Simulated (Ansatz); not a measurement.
# Nickel, dhcp under BLYP: structure, energy and stiffness

The plan for nickel in the dhcp structure: relax it, solve it on a dense k-mesh, then scale the cell to 7 volumes from 88 to 112 % of the relaxed one and try a fit of the equation of state. Spin polarisation is left out, though the real metal is magnetic, so this state lies above the ground state. The k-meshes are 14×14×4 for the relaxation; 19×19×5 for the dense run; 16×16×5 for the volumes.

Program: Ansatz 0.2.0. Level of theory: DFT BLYP, plane waves (420 eV) with PAW, scalar-relativistic; PAW files made under PBE, frozen cores solved again for the functional. These are calculated values, not measurements.

**1. The structure to begin with**

Symmetry: P6_3/mmc, No. 194, hexagonal system. Conventional cell: a = 2.492 Å, b = 2.492 Å, c = 8.138 Å, α = 90.00°, β = 90.00°, γ = 120.00°. Ni (site symmetry -3m) has 12 Ni at 2.49 Å as nearest neighbours. Ni (site symmetry -6m2) has 12 Ni at 2.49 Å as nearest neighbours.

As a file:

```
CELL_PARAMETERS angstrom
2.49176 0.00000 0.00000
-1.24588 2.15792 0.00000
0.00000 0.00000 8.13807
ATOMIC_POSITIONS crystal
Ni 0.00000 0.00000 0.00000
Ni 0.00000 0.00000 0.50000
Ni 0.33333 0.66667 0.25000
Ni 0.66667 0.33333 0.75000
```

**2. Relaxation of the cell**

input.yaml

```yaml
crystal:
  lattice:
    - [2.491755966, 0.0, 0.0]
    - [-1.245877983, 2.1579239666, 0.0]
    - [0.0, 0.0, 8.138074985]
  atoms:
    - { symbol: Ni, position: [0.0, 0.0, 0.0] }
    - { symbol: Ni, position: [0.0, 0.0, 0.5] }
    - { symbol: Ni, position: [0.3333333333, 0.6666666667, 0.25] }
    - { symbol: Ni, position: [0.6666666667, 0.3333333333, 0.75] }
hamiltonian:
  xc: blyp
  pseudopotentials:
    kind: paw
    azcp:
      Ni: "pseudopotentials/Ni.paw.azcp"
basis:
  ecutwfc: 420
  fft_grid_basis: typed
kpoints:
  mp_grid: { grid: [14, 14, 4], shift: [0, 0, 0] }
magnetization:
  spin_polarized: false
scf:
  occupations: { method: fermi_dirac, width: 0.1 }
relax:
  max_steps: 60
  f_tol: 0.01
  cell: {}
output:
  write_density: true
  write_potential: true
  elf: true
  volumetric_format: npy
```

Launch:

```sh
$ ansatz run input.yaml --threads 2 --pin off --max-ram 5120MiB --backend cpu --events-out ev --progress --plain --runs-dir out
```

After this run come: Dense single point; The cell scaled to 88 % of its volume; The cell scaled to 92 % of its volume; The cell scaled to 96 % of its volume; The cell scaled to 100 % of its volume; The cell scaled to 104 % of its volume; The cell scaled to 108 % of its volume; The cell scaled to 112 % of its volume.

Before running it: what results should come out? Wanted: space group; conventional cell; volume; shortest distance; gap on the mesh; relative to fcc, ferromagnetic; V₀, B₀, B₀′.

As calculated:

| quantity | value |
| --- | --- |
| space group (spins left aside) | P6_3/mmc (No. 194) |
| conventional cell | a = 2.525 Å, c = 8.280 Å (c/a = 3.279) |
| volume | 11.430 Å³/atom |
| shortest distance | 2.525 Å |
| gap on the mesh | none (levels filled in part) |
| relative to fcc, ferromagnetic | +61 meV/atom |
| V₀, B₀, B₀′ | 11.400 Å³/atom, 172 GPa, 4.9 |

From the guessed start the volume grew by 4.5 % in 8 steps. Against the reference form of nickel (fcc, ferromagnetic, computed apart with the same settings) it stands 61 meV/atom higher; part of this is magnetic energy, as this run has no moments. Levels at the Fermi energy are filled in part, as in a metal. B₀ comes out at 172 GPa; letting shape and positions relax at each volume could only lower it. Relaxation kept the symmetry; phonons were not checked.
